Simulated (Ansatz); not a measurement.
# C3H5ClSSi: the cost of one run

Computed with Ansatz 0.2.0 through its Python package. Level of theory: CAM-B3LYP/def2-SVP.

## Step 1: The structure

Bond lengths: C1–C2 1.595 Å, C2–C3 1.390 Å, C3–Cl4 1.720 Å, C3–S5 1.788 Å, C2–Si6 1.869 Å, S5–Si6 2.083 Å, C1–H7 1.083 Å, C1–H8 1.054 Å, C1–H9 1.154 Å, Si6–H10 1.488 Å, Si6–H11 1.478 Å. Angles (14 of 19 angles, heavy atoms first): C1–C2–C3 133.0°, C1–C2–Si6 128.9°, C3–C2–Si6 98.0°, C2–C3–Cl4 127.5°, C2–C3–S5 103.9°, Cl4–C3–S5 128.5°, C3–S5–Si6 79.3°, C2–Si6–S5 78.8°, C2–C1–H7 107.2°, C2–C1–H8 110.7°, C2–C1–H9 107.1°, C2–Si6–H10 112.9°, C2–Si6–H11 112.0°, S5–Si6–H10 114.8°.

No structure file is read: the coordinates are typed or built in the script.

## Step 2: The script

Input file c3h5clssi.py:

```python
import warnings

import ansatz as az
import numpy as np
import pandas as pd

warnings.simplefilter('ignore', az.DeckWarning)

molecule = (
    az.Crystal.molecule()
    .atom('C', (-0.0907, -1.057, 1.2287))
    .atom('C', (-0.1499, 0.0242, 0.0573))
    .atom('C', (-1.1086, 0.9535, -0.3276))
    .atom('Cl', (-2.6037, 1.2983, 0.4506))
    .atom('S', (-0.3774, 1.7629, -1.7448))
    .atom('Si', (1.1247, 0.4047, -1.2557))
    .atom('H', (-0.9569, -1.6978, 1.1167))
    .atom('H', (0.8233, -1.5808, 1.2065))
    .atom('H', (-0.2164, -0.4857, 2.224))
    .atom('H', (2.3624, 1.0169, -0.7019))
    .atom('H', (1.2585, -0.6962, -2.2332))
)

calculation = (
    molecule.calculation()
    .basis(gaussian='def2-SVP')
    .functional('cam_b3lyp')
    .accuracy('high')
    .scf(lower_state_search='off')
)
symbols = [site.symbol for site in molecule.cartesian_sites]
start = np.array([site.position_ang for site in molecule.cartesian_sites], dtype=float)
def progress(event):
    if event['event'] == 'relax_step':
        row = event['data']
        print(f'step {row["step"]:3d}  E = {row["lagrangian_ev"]:.6f} eV  max force {row["allowed_force_max_ev_ang"]:.4f} eV/A')


data = calculation.relax(force_tolerance=0.01, max_steps=100).session().plan().execute(on_event=progress).report
end = np.array(data['positions_ang'])

print('reference energy %16.6f eV' % data['reference_energy_ev'])
print('total energy     %16.6f eV' % data['free_energy_ev'])
print('occupied (up, down):', data['n_occupied'], ' virtual:', data['n_virtual'], ' frozen:', data['n_frozen'])

print('bond        before    after (A)')
for i, j in [(0, 1), (0, 6), (0, 7), (0, 8), (1, 2), (1, 5), (2, 3), (2, 4), (4, 5), (5, 9), (5, 10)]:
    d0, d1 = (np.linalg.norm(xyz[i] - xyz[j]) for xyz in (start, end))
    print(f'{symbols[i]}{i}-{symbols[j]}{j}'.ljust(10), f'{d0:8.4f} {d1:8.4f}')

charges = data['charge_distribution']
table = pd.DataFrame({'atom': symbols, 'mulliken': charges['mulliken_charges_e'], 'lowdin': charges['lowdin_charges_e']})
print(table.round(3).to_string())
print('dipole (e A):', np.round(charges['dipole_moment_e_ang'], 4) + 0.0)
with open('c3h5clssi_opt.xyz', 'w') as handle:
    handle.write(f'{len(symbols)}\nrelaxed C3H5ClSSi\n')
    handle.writelines(f'{s:2s} {x:11.6f} {y:11.6f} {z:11.6f}\n' for s, (x, y, z) in zip(symbols, end))
```

## Step 3: What the engine is handed

The package turns the script's settings into the engine's input:

```yaml
crystal:
  periodic: [false, false, false]
  atoms:
    - { symbol: C, position_ang: [-0.0907, -1.057, 1.2287] }
    - { symbol: C, position_ang: [-0.1499, 0.0242, 0.0573] }
    - { symbol: C, position_ang: [-1.1086, 0.9535, -0.3276] }
    - { symbol: Cl, position_ang: [-2.6037, 1.2983, 0.4506] }
    - { symbol: S, position_ang: [-0.3774, 1.7629, -1.7448] }
    - { symbol: Si, position_ang: [1.1247, 0.4047, -1.2557] }
    - { symbol: H, position_ang: [-0.9569, -1.6978, 1.1167] }
    - { symbol: H, position_ang: [0.8233, -1.5808, 1.2065] }
    - { symbol: H, position_ang: [-0.2164, -0.4857, 2.224] }
    - { symbol: H, position_ang: [2.3624, 1.0169, -0.7019] }
    - { symbol: H, position_ang: [1.2585, -0.6962, -2.2332] }
accuracy: high
basis:
  gaussian:
    orbitals: def2-SVP
hamiltonian:
  xc: cam_b3lyp
scf:
  lower_state_search: "off"
relax:
  f_tol: 0.01
  max_steps: 100
```

## Step 4: The run

On the command line:

```
python c3h5clssi.py
```

Q: Estimate wall time and peak memory on 1 thread of Arm Neoverse V2, shared host.

About 2.8 min, with a peak of 0.67 GiB.
